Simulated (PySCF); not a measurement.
# SnB (quartet) with other numerical set-ups

Aim: see how much the energy and properties of SnB (quartet) depend on the numerical set-up.

Method: each script names its method and basis; program: PySCF 2.14.0.

4 further runs of the same task are left out: 4 that didn't finish.

### 1 The starting structure

SnB (quartet): 2 atoms, charge 0, spin multiplicity 4.

Bond lengths: Sn1–B2 1.949 Å.

### 2 Base script

input.py

```python
from pyscf import gto, scf

mol = gto.M(
    atom='Sn 0 0 0; B 0 0 1.949',
    basis='sbkjc',
    ecp={'Sn': 'sbkjc', 'B': 'sbkjc'},
    charge=0,
    spin=3,
    verbose=4,
)
mf = scf.UHF(mol)
mf.kernel()
mf.dip_moment()
print('orbital energies (hartree):', [e[max(0, n-3):n+3].round(4) for e, n in zip(mf.mo_energy, mol.nelec)])
```

Run with:

```bash
> OMP_NUM_THREADS=1 python input.py
```

Its log is not repeated here.

In short: E(SCF) = -5.834508 Eh, 13 cycles, ⟨S²⟩ = 3.754, μ = 0.55 D.

The bond length is a typed value, not an optimised one. The quartet is typed in the script; nothing here shows that it is the ground state.

### 3 Ano-rcc-vdzp (core potential off, X2C on)

Edit 1 changes basis set: sbkjc → ano-rcc-vdzp; core potential: on → off; spin-free X2C: off → on. The core potential changes with it: totals don't compare.

input.py

```python
from pyscf import gto, scf

mol = gto.M(
    atom='Sn 0 0 0; B 0 0 1.949',
    basis='ano-rcc-vdzp',
    charge=0,
    spin=3,
    verbose=4,
)
mf = scf.UHF(mol)
mf = mf.sfx2c1e()
mf.kernel()
mf.dip_moment()
print('orbital energies (hartree):', [e[max(0, n-3):n+3].round(4) for e, n in zip(mf.mo_energy, mol.nelec)])
```

Run with:

```bash
> OMP_NUM_THREADS=1 python input.py
```

### 4 Def2-svp

Edit 2 changes basis set: sbkjc → def2-svp. The core potential changes with it: totals don't compare.

Changes to input.py since step 2:

```diff
@@ -4,4 +4,4 @@
     atom='Sn 0 0 0; B 0 0 1.949',
-    basis='sbkjc',
-    ecp={'Sn': 'sbkjc', 'B': 'sbkjc'},
+    basis='def2-svp',
+    ecp={'Sn': 'def2-svp'},
     charge=0,
```

What does the calculation give? Wanted: for each run, E(SCF); from base; gap, α spin; SCF dipole.

As calculated:

| run | E(SCF) (hartree) | from base (eV) | cycles | gap, α spin (eV) | SCF dipole (D) | functions |
| --- | --- | --- | --- | --- | --- | --- |
| base | -5.834508 | 0 | 13 | 9.38 | 0.55 | 16 |
| ano-rcc-vdzp (core potential off, X2C on) | -6198.292715 | not comparable | 14 | 9.83 | 0.66 | 57 |
| def2-svp | -237.879536 | not comparable | 14 | 9.78 | 0.75 | 40 |

**Reading.** The dearest run is “ano-rcc-vdzp (core potential off, X2C on)”, at 6.1 s against 0.56 s.
